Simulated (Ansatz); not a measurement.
PbAu2, space group Fd-3m: a test of the smearing width, run with Ansatz's Python interface.

`smear.py`:
```python
import warnings

import ansatz as az
import pandas as pd

warnings.simplefilter("ignore", az.DeckWarning)

lattice = az.Lattice.of(
    [0.0, 3.9635, 3.9635],
    [3.9635, 0.0, 3.9635],
    [3.9635, 3.9635, 0.0],
)
sites = [
    ("Pb", [0.0, 0.0, 0.0]),
    ("Pb", [0.25, 0.25, 0.25]),
    ("Au", [0.625, 0.625, 0.625]),
    ("Au", [0.125, 0.625, 0.625]),
    ("Au", [0.625, 0.625, 0.125]),
    ("Au", [0.625, 0.125, 0.625]),
]
crystal = az.Crystal(lattice=lattice)
for symbol, position in sites:
    crystal = crystal.atom(symbol, position)

base = (
    crystal.calculation()
    .kpoints(5)
    .pseudopotentials("paw")
    .functional("pbesol")
    .forces()
    .stress()
)

rows = []
for value in [0.25, 0.15, 0.1, 0.05, 0.025]:
    summary = base.occupations("gaussian", width=value).run().report
    rows.append((value, summary["free_energy_ev"] / len(summary["lattice"]["sites"]), summary["n_iterations"], sum(summary["stress_gpa"][i][i] for i in range(3)) / 3, max(abs(f) for row in summary["forces_ev_ang"] for f in row), summary["n_kpoints"]))

table = pd.DataFrame(rows, columns=["width (eV)", "F/atom (eV)", "iterations", "P (GPa)", "max component (eV/A)", "k-points"])
print(table.round(5).to_string(index=False))

for row in rows[:-1]:
    shift = 1000 * (row[1] - rows[-1][1])
    print(f"{row[0]}: {shift:+.2f} meV/atom" + ("  (within 5 meV)" if abs(shift) < 5 else ""))
```

How much does the free energy per atom change between the narrowest and the widest smearing, and why?

Going from 0.025 to 0.25 eV changes F by -2.7 meV an atom. The report's estimate for zero width moves by +1.6 meV, so the entropy term explains only part of the change. The pressure moves from 1.19 to 1.21 GPa.

The run itself:

```console
$ python smear.py
 width (eV)  F/atom (eV)  iterations  P (GPa)  max component (eV/A)  k-points
      0.250 -12589.76965           6  1.20979                   0.0        10
      0.150 -12589.76739           6  1.20201                   0.0        10
      0.100 -12589.76700           6  1.19135                   0.0        10
      0.050 -12589.76694           6  1.18768                   0.0        10
      0.025 -12589.76693           6  1.18767                   0.0        10
0.25: -2.71 meV/atom  (within 5 meV)
0.15: -0.46 meV/atom  (within 5 meV)
0.1: -0.06 meV/atom  (within 5 meV)
0.05: -0.00 meV/atom  (within 5 meV)
```

Reading the output:
- Forces vanish by symmetry here and test nothing.
- Pressure is positive in compression.
- Spin-orbit coupling, which matters for elements this heavy, is left out.
- The structure is a deposited one; some such entries were measured under pressure or heat, so a shift against it needn't be the functional's error alone.
- Finished in 16 s on 1 thread of Intel(R) Xeon(R) Processor @ 2.30GHz, with other jobs on the host, peak memory 0.65 GiB.
